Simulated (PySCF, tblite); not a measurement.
# C₆H₆FO₃P: geometry, infrared bands and NMR shifts

What infrared bands and NMR shifts should C₆H₆FO₃P (`O=P(O)(O)c1ccccc1F`) show?

The runs use tblite 0.8.0 and PySCF 2.14.0, with density-fitted response routines of our own; the level of theory stands in each step. All values are computed, except where a source is named. Atoms are numbered from 0 throughout.

## Step 1: Starting geometry

17 atoms, charge 0, multiplicity 1; geometry from: force field or distance geometry start.

Bonds of the start (Å): O0–P1 1.52, P1–O2 1.68, P1–O3 1.67, P1–C4 1.81, C4–C5 1.38, C5–C6 1.40, C6–C7 1.37, C7–C8 1.37, C8–C9 1.41, C9–F10 1.34, C9–C4 1.38, O2–H11 1.01, O3–H12 0.99, C5–H13 1.09, C6–H14 1.09, C7–H15 1.07, C8–H16 1.09.

## Step 2: Relaxing the molecule with GFN2-xTB

What the job is given:

```
{"job": {"kind": "relax", "xc": "GFN2-xTB", "basis": "xTB"}, "charge": 0, "multiplicity": 1}
O     -2.162900     1.051200    -1.508500
P     -1.914300     0.088000    -0.362800
O     -2.502600    -1.424200    -0.802100
O     -2.706200     0.575000     1.030000
C     -0.123700     0.079500    -0.113900
C      0.550100    -1.007300    -0.634000
C      1.942100    -1.018600    -0.462600
C      2.602600    -0.005500     0.187300
C      1.890200     1.059600     0.681800
C      0.493600     1.124000     0.538400
F     -0.178100     2.178300     1.025000
H     -2.980800    -1.795700     0.007700
H     -3.592600     0.989100     0.898900
H      0.057500    -1.826500    -1.150200
H      2.508600    -1.865100    -0.851200
H      3.668600    -0.042300     0.317200
H      2.441000     1.852700     1.189100
```

Command:

```console
$ OMP_NUM_THREADS=1 python probes_run.py task.json out
```

The driver reads the jobs from task.json and runs them one after another.

**Question.** This job is followed by: GFN2-xTB harmonic vibrations, gas phase; GIAO PBE0/pcSseg-1 NMR shielding, non-relativistic, gas phase. What will the session give for the following? strongest single infrared mode (GFN2-xTB); zero-point energy (GFN2-xTB); 13C shifts against TMS (PBE0/pcSseg-1); 1H shifts against TMS (PBE0/pcSseg-1, means over atoms taken as alike); 17O shifts against H2O (PBE0/pcSseg-1, means over atoms taken as alike); 31P shifts against H3PO4 (PBE0/pcSseg-1); 19F shifts against CFCl3 (PBE0/pcSseg-1).

As calculated:

| quantity | value |
| --- | --- |
| strongest single infrared mode (GFN2-xTB) | 889 cm⁻¹, 391 km/mol |
| zero-point energy (GFN2-xTB) | 70.5 kcal/mol |
| 13C shifts against TMS (PBE0/pcSseg-1) | 172.4, 139.2, 135.7, 129.4, 128.7, 121.2 ppm |
| 1H shifts against TMS (PBE0/pcSseg-1, means over atoms taken as alike) | 7.86, 7.76, 7.48, 7.42, 3.52 ppm |
| 17O shifts against H2O (PBE0/pcSseg-1, means over atoms taken as alike) | 184.7, 112.3 ppm |
| 31P shifts against H3PO4 (PBE0/pcSseg-1) | 0.3 ppm |
| 19F shifts against CFCl3 (PBE0/pcSseg-1) | -110.9 ppm |

What this shows: Relaxing lowered the energy by 0.850 eV in 59 steps; the close pair that moved most is P1–O2, from 1.681 to 1.592 Å. All 45 modes are real, so the xTB geometry is a minimum. The strongest single mode, at 889 cm⁻¹, moves mainly H11 and O2. Unscaled tight-binding wavenumbers are off by several per cent, some by more. Its intensities can rank the bands wrongly. At PBE0/pcSseg-1: The widest tensor belongs to P1: span 260 ppm, with a paramagnetic part of -646 ppm. NICS(1)zz of -28 ppm above the planar ring from C4 marks a diatropic (aromatic) ring current.
